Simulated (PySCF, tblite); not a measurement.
# C4H4F3 radical: geometry, infrared bands and EPR parameters

What infrared bands and EPR parameters should C4H4F3 radical (`C[CH]C(F)=C(F)F`) show?

The runs use tblite 0.8.0 and PySCF 2.14.0, with density-fitted response routines of our own; the level of theory stands in each step. All values are computed, except where a source is named. Atoms are numbered from 0 throughout.

### Step 1. Starting geometry

11 atoms, charge 0, multiplicity 2; geometry from: force field or distance geometry start.

Bonds of the start (Å): C0–C1 1.50, C1–C2 1.51, C2–F3 1.38, C2–C4 1.33, C4–F5 1.35, C4–F6 1.34, C0–H7 1.10, C0–H8 1.13, C0–H9 1.11, C1–H10 1.11.

### Step 2. Geometry optimisation with GFN2-xTB

Job settings and geometry (Å):

```
{"job": {"kind": "relax", "xc": "GFN2-xTB", "basis": "xTB"}, "charge": 0, "multiplicity": 2}
C     -1.441100    -0.441500     0.192500
C     -0.310300    -0.546300    -0.787300
C      0.667300     0.591700    -0.626500
F      0.627800     1.666600    -1.488800
C      1.522800     0.490900     0.382100
F      2.400100     1.500500     0.537500
F      1.550800    -0.563200     1.214100
H     -2.137400     0.336500    -0.156800
H     -1.088500    -0.095100     1.206500
H     -1.986800    -1.406000     0.278500
H      0.200600    -1.531500    -0.777800
```

Started as:

```bash
$ OMP_NUM_THREADS=1 python probes_run.py task.json out
```

This one command runs all jobs of the session in turn.

Standard output:

```text
step      E/eV     max force
  0    -671.19177    1.944
  1    -671.36892    1.313
  2    -671.49903    1.133
  3    -671.52894    0.571
  4    -671.55587    0.480
  5    -671.58864    0.595
  6    -671.60809    0.393
  7    -671.62196    0.296
  8    -671.63641    0.332
  9    -671.65033    0.379
 10    -671.66221    0.365
 11    -671.67289    0.260
 12    -671.68601    0.341
 13    -671.70583    0.515
 14    -671.72624    0.461
 15    -671.73710    0.281
 16    -671.74504    0.286
 17    -671.75407    0.386
 18    -671.76069    0.343
 19    -671.76704    0.214
 20    -671.77082    0.115
 21    -671.77319    0.142
 22    -671.77574    0.136
 23    -671.77864    0.153
 24    -671.78216    0.160
 25    -671.78739    0.204
 26    -671.79588    0.266
 27    -671.80375    0.319
 28    -671.81212    0.292
 29    -671.83684    0.411
 30    -671.86309    0.607
 31    -671.89770    1.093
 32    -671.97016    2.416
 33    -672.07706    1.203
 34    -672.18520    0.838
 35    -672.26422    0.723
 36    -672.33752    1.091
 37    -672.35187    2.359
 38    -672.44409    0.676
 39    -672.45330    0.805
 40    -672.50536    0.323
 41    -672.52662    0.414
 42    -672.54092    0.449
 43    -672.55449    0.261
 44    -672.56276    0.224
 45    -672.57250    0.277
 46    -672.58146    0.266
 47    -672.59149    0.329
 48    -672.59976    0.290
 49    -672.60624    0.220
 50    -672.61191    0.172
 51    -672.61623    0.142
 52    -672.61858    0.104
 53    -672.61963    0.084
 54    -672.62031    0.073
 55    -672.62095    0.061
 56    -672.62146    0.052
 57    -672.62176    0.045
 58    -672.62193    0.042
 59    -672.62211    0.035
 60    -672.62233    0.044
 61    -672.62257    0.048
 62    -672.62277    0.044
 63    -672.62293    0.035
 64    -672.62309    0.038
 65    -672.62327    0.041
 66    -672.62350    0.045
 67    -672.62374    0.051
 68    -672.62394    0.044
 69    -672.62409    0.039
 70    -672.62421    0.037
 71    -672.62434    0.033
 72    -672.62447    0.042
 73    -672.62461    0.048
 74    -672.62478    0.046
 75    -672.62498    0.037
 76    -672.62522    0.042
 77    -672.62543    0.047
 78    -672.62563    0.042
 79    -672.62585    0.043
 80    -672.62614    0.052
 81    -672.62647    0.058
 82    -672.62681    0.060
 83    -672.62720    0.073
 84    -672.62782    0.091
 85    -672.62891    0.123
 86    -672.63036    0.115
 87    -672.63135    0.067
 88    -672.62737    0.361
 89    -672.63222    0.016
 90    -672.63237    0.017
 91    -672.63256    0.042
 92    -672.63262    0.025
 93    -672.63270    0.018
 94    -672.63274    0.020
 95    -672.63277    0.018
 96    -672.63279    0.008
```

Run time: 0.41 s. Hardware: 1 thread of Arm Neoverse V1, shared host.

Along the way: (not every step is listed)

| step | energy from step 0 (eV) | largest force (eV/Å) |
| --- | --- | --- |
| 0 | 0.0000 | 1.9440 |
| 1 | -0.1771 | 1.3129 |
| 2 | -0.3073 | 1.1329 |
| 3 | -0.3372 | 0.5714 |
| 4 | -0.3641 | 0.4801 |
| 5 | -0.3969 | 0.5953 |
| 6 | -0.4163 | 0.3934 |
| 7 | -0.4302 | 0.2959 |
| 8 | -0.4446 | 0.3321 |
| 16 | -0.5533 | 0.2864 |
| 24 | -0.5904 | 0.1599 |
| 32 | -0.7784 | 2.4163 |
| 40 | -1.3136 | 0.3226 |
| 48 | -1.4080 | 0.2898 |
| 56 | -1.4297 | 0.0517 |
| 64 | -1.4313 | 0.0376 |
| 72 | -1.4327 | 0.0422 |
| 80 | -1.4344 | 0.0522 |
| 88 | -1.4356 | 0.3613 |
| 91 | -1.4408 | 0.0423 |
| 92 | -1.4408 | 0.0248 |
| 93 | -1.4409 | 0.0179 |
| 94 | -1.4410 | 0.0195 |
| 95 | -1.4410 | 0.0183 |
| 96 | -1.4410 | 0.0079 |

Distances of close pairs at the start and the end, largest changes first:

| bond | before (Å) | after (Å) | change (Å) |
| --- | --- | --- | --- |
| C1–C2 | 1.509 | 1.374 | -0.134 |
| C2–C4 | 1.326 | 1.378 | +0.052 |
| C0–H8 | 1.128 | 1.091 | -0.037 |
| C1–H10 | 1.110 | 1.078 | -0.032 |
| C2–F3 | 1.379 | 1.352 | -0.026 |
| C4–F5 | 1.347 | 1.325 | -0.022 |
| C0–C1 | 1.500 | 1.479 | -0.021 |
| C0–H9 | 1.112 | 1.091 | -0.020 |

The final coordinates are the input of the step that follows.

### Step 3. Vibrational analysis with GFN2-xTB

Job settings and geometry (Å):

```
{"job": {"kind": "ir", "xc": "GFN2-xTB", "basis": "xTB"}, "charge": 0, "multiplicity": 2}
C     -1.716476    -0.439085    -0.091236
C     -0.256275    -0.516388     0.130074
C      0.604317     0.531804    -0.093051
F      0.110974     1.709029    -0.540083
C      1.969423     0.508415     0.097214
F      2.794301     1.522361    -0.117564
F      2.617009    -0.568721     0.535347
H     -2.008217     0.545278    -0.446041
H     -2.250617    -0.658970     0.834816
H     -2.026660    -1.189686    -0.820450
H      0.167645    -1.441366     0.485011
```

Standard output:

```text
mode    cm-1     km/mol
  1     100.2      1.22
  2     125.8      0.08
  3     145.7      0.76
  4     155.2      0.74
  5     256.5      4.23
  6     285.6     14.16
  7     361.8      7.85
  8     477.7      0.57
  9     483.1      8.44
 10     540.8      1.31
 11     698.2     13.95
 12     772.0     15.81
 13     999.1      4.85
 14    1007.0    105.13
 15    1031.1    162.98
 16    1154.2     21.69
 17    1229.2    212.94
 18    1251.6     36.17
 19    1393.4     27.38
 20    1442.0     23.48
 21    1444.7     11.23
 22    1499.7     34.70
 23    1531.0    202.61
 24    2968.5     10.09
 25    2992.3     10.91
 26    3060.5      6.43
 27    3113.4     13.19
```

Wall time 0.21 s (1 thread of Arm Neoverse V1, shared host).

Which atoms move in the most intense modes:

| cm⁻¹ | km/mol | atoms |
| --- | --- | --- |
| 1007 | 105.1 | C0 19 %, H10 18 %, H9 15 %, H8 14 % |
| 1031 | 163.0 | C2 34 %, F3 15 %, C4 11 %, H10 10 % |
| 1229 | 212.9 | C4 71 %, F6 14 %, F5 12 % |
| 1252 | 36.2 | H10 54 %, C2 28 % |
| 1393 | 27.4 | H9 30 %, H8 30 %, C0 19 %, H7 19 % |
| 1442 | 23.5 | H9 25 %, H8 20 %, C2 17 %, C1 17 % |
| 1500 | 34.7 | C1 35 %, C2 18 %, H8 13 %, H9 13 % |
| 1531 | 202.6 | C4 54 %, C2 35 % |

### Step 4. g tensor and hyperfine couplings: B3LYP/pcH-1

Same as in step 3 but for these lines:

```diff
@@ -1,2 +1,2 @@
-{"job": {"kind": "ir", "xc": "GFN2-xTB", "basis": "xTB"}, "charge": 0, "multiplicity": 2}
+{"job": {"kind": "epr", "basis": "pcH-1"}, "charge": 0, "multiplicity": 2}
 C     -1.716476    -0.439085    -0.091236
```

Level: UKS B3LYP, pcH-1 on C F H, non-relativistic, mean-field spin-orbit, GIAO.

Standard output:

```text
UKS, coarse grid
  cycle   1  E = -454.16938841  |g| = 6.09e-01
  cycle   2  E = -453.87957378  |g| = 1.08e+00
  cycle   3  E = -454.30502403  |g| = 6.71e-02
  cycle   4  E = -454.30629224  |g| = 5.63e-02
  cycle   5  E = -454.30783560  |g| = 1.47e-02
  cycle   6  E = -454.30798683  |g| = 7.20e-03
  cycle   7  E = -454.30803476  |g| = 3.14e-03
  cycle   8  E = -454.30804302  |g| = 1.36e-03
  cycle   9  E = -454.30804357  |g| = 3.56e-04
UKS, final grid
  cycle   1  E = -454.30810907  |g| = 5.36e-04
  cycle   2  E = -454.30810893  |g| = 8.65e-04
  cycle   3  E = -454.30810917  |g| = 5.46e-05
  cycle   4  E = -454.30810917  |g| = 9.66e-06
E = -454.30810917 Eh   <S^2> = 0.7758 (exact 0.7500)
g shifts (ppm)      1          2          3
  rmc          -200       -200       -200
  gc             -5         43         35
  oz_so        -158       1708       1848
  total        -362       1552       1683
hyperfine (MHz)  atom isotope    a_iso     a_fc   dipolar eigenvalues
    0   13C     -22.00     -22.00     -1.81      0.67      1.14
    1   13C      54.84      54.84    -51.88    -50.60    102.48
    2   13C     -61.60     -61.60    -30.89     13.40     17.50
    3   19F     -31.97     -31.97    -74.49     26.14     48.34
    4   13C      71.06      71.06    -60.50    -58.82    119.33
    5   19F      99.61      99.61   -173.10   -141.71    314.81
    6   19F      87.12      87.12   -150.33   -116.65    266.98
    7    1H       1.94       1.94     -2.99     -2.39      5.39
    8    1H      75.52      75.52     -3.63     -2.38      6.01
    9    1H      75.96      75.96     -3.64     -2.38      6.01
   10    1H     -39.28     -39.28    -21.03     -1.77     22.80
```

Run time: 38 s. Hardware: 1 thread of Arm Neoverse V1, shared host; peak memory 0.74 GiB.

Principal g values 2.00196, 2.00387, 2.00400; g(iso) = 2.00328, against 2.00232 for a free electron.

Hyperfine couplings; where a row names several nuclei, a(iso) is their mean (it holds for fast rotation or exchange) and the dipolar term the largest among them:

| nuclei | isotope | a(iso) (MHz) | a(iso) (G, at g = 2.0023) | largest dipolar term (MHz) |
| --- | --- | --- | --- | --- |
| F5 | 19F | 99.6 | 35.5 | 314.8 |
| F6 | 19F | 87.1 | 31.1 | 267.0 |
| C4 | 13C | 71.1 | 25.4 | 119.3 |
| C2 | 13C | -61.6 | -22.0 | -30.9 |
| C1 | 13C | 54.8 | 19.6 | 102.5 |
| H7, H8, H9 | 1H | 51.1 | 18.2 | 6.0 |
| H10 | 1H | -39.3 | -14.0 | 22.8 |
| F3 | 19F | -32.0 | -11.4 | -74.5 |
| C0 | 13C | -22.0 | -7.9 | -1.8 |

Mulliken spin populations:

| atom | value (e) |
| --- | --- |
| C0 | -0.05 |
| C1 | 0.64 |
| C2 | -0.22 |
| F3 | -0.01 |
| C4 | 0.54 |
| F5 | 0.04 |
| F6 | 0.03 |
| H7 | 0.00 |
| H8 | 0.03 |
| H9 | 0.03 |
| H10 | -0.03 |

In first order the couplings over 0.8 MHz of 19F, 1H give 64 distinct lines over 146.8 G, if the averaged nuclei exchange fast.

Orbitals, density, ELF and potential are computed afterwards from the orbital file.

ELF in a plane through or near 9 of the atoms.

Ten even steps from ' ' (0.00) to '@' (1.00):
```
                                                        
                                                        
                                                        
                      ......                            
                    --++**++--..    --..                
          ..----    **%%==%%%%::  ##@@@@++              
        ::==####--  ==%%..%%##....@@@@@@##              
      ..++####%%++  ..++%%++::  ==@@@@@@++              
      ::**%%::++**--**::  ==::..==%%%%##--              
      ::**%%%%##--..@@::==%%##++%%..--==--..            
      ..::--::--..++**++**%%..::@@==::**==..            
            ..==##++::..--++::::##++++**==..            
          ::**%%==##--  --%%@@%%++..::::..              
        ..--##%%++%%++  ++@@@@@@**                      
          ..==######==  ==@@@@@@##                      
              ..::::    ..%%@@%%::                      
                          ....                          
                                                        
                                                        
                                                        
```
The map spans 11.4 Å across and 8.6 Å up, centred on the molecule. Atoms in the plane (x, y in Å): C0 (1.8, 0.1), C1 (0.4, -0.5), C2 (-0.7, 0.4), F3 (-0.6, 1.7), C4 (-2.0, -0.1), F5 (-3.1, 0.7), F6 (-2.4, -1.3), H7 (1.8, 1.1), H10 (0.2, -1.5).

On the surface of density 0.002 e/bohr³ the electrostatic potential runs, from the 1st to the 99th percentile, from -0.65 V near F3 to 1.01 V near H10.

The spin density lies nearest to C1, C4 about 33 % each; C2 10 % (beta excess).

### Step 5. Results

```
                                 quantity                  value
strongest single infrared mode (GFN2-xTB)  1229 cm⁻¹, 213 km/mol
             zero-point energy (GFN2-xTB)          43.6 kcal/mol
                           g(iso) (B3LYP)                2.00328
                                     ⟨S²⟩     0.776 (exact 0.75)
       largest a(iso) (averaged by class)    19F on F5, 99.6 MHz
    surface potential, 1st and 99th percentile     -0.65 V and 1.01 V
```

What this shows: Over 96 steps the energy fell by 1.441 eV; of the close pairs, C1–C2 changed most, 1.509 to 1.374 Å. All 27 modes are real, so the xTB geometry is a minimum. The strongest single mode, at 1229 cm⁻¹, moves mainly C4. Unscaled tight-binding wavenumbers are off by several per cent, some by more. Its intensities can rank the bands wrongly. The largest spin populations lie on C1 (0.64 e), C4 (0.54 e). The isotropic g lies 1.0 ppt above the free-electron value.
